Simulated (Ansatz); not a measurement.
Runs of Ansatz 0.2.0 on AlV2C. It takes space group P6_3/mmc (No. 194, hexagonal). Conventional cell: a = 2.888 Å, b = 2.888 Å, c = 13.105 Å, α = 90.00°, β = 90.00°, γ = 120.00°. Around V (site symmetry 3m) lie 3 C at 2.02 Å. Around Al (site symmetry -6m2) lie 6 V at 2.72 Å and 6 Al at 2.89 Å. C (site symmetry -3m) has 6 V at 2.02 Å as nearest neighbours. The cell comes from a database or a generator and needn't be the stable form of this composition.

| level | cutoff (eV) | gap on the mesh (eV) | pressure (GPa) | moment (μB) | relaxed volume (Å³/atom) |
| --- | --- | --- | --- | --- | --- |
| PBEsol | 420 | none | 0.0 | 0.00 | (a) |
| r2SCAN | 500 | none | 0.0 | 0.00 | (b) |
| PBE | 420 | none | 0.0 | 0.00 | 11.99 |
| LDA | 420 | none | 0.0 | 0.00 | 11.39 |
| RPBE | 420 | none | 0.0 | 0.00 | 12.23 |
| revPBE | 420 | none | 0.0 | 0.00 | 12.17 |
| BLYP | 420 | none | 0.0 | 0.00 | 12.40 |

Alike in all rows: task relaxation of cell and atoms; potentials or basis Ansatz PAW; spin collinear, ferromagnetic start; cell relaxed; k mesh 11 × 11 × 2; smearing fermi-dirac 0.05 eV.

Problem. Fill in the values left out.

Solution. (a) 11.67; (b) 11.81.

Caveats: the plane-wave basis is chosen anew once the cell has moved, so the energies of steps on either side of that aren't comparable; the starting moments weren't kept; the PAW data sets come from PBE, with cores solved anew for the run's functional, which leaves a small shift of forces and pressure (some runs); the magnetic or orbital state may not be the lowest (some runs).

A gap of «none» marks a metal or a gap under the smearing width.
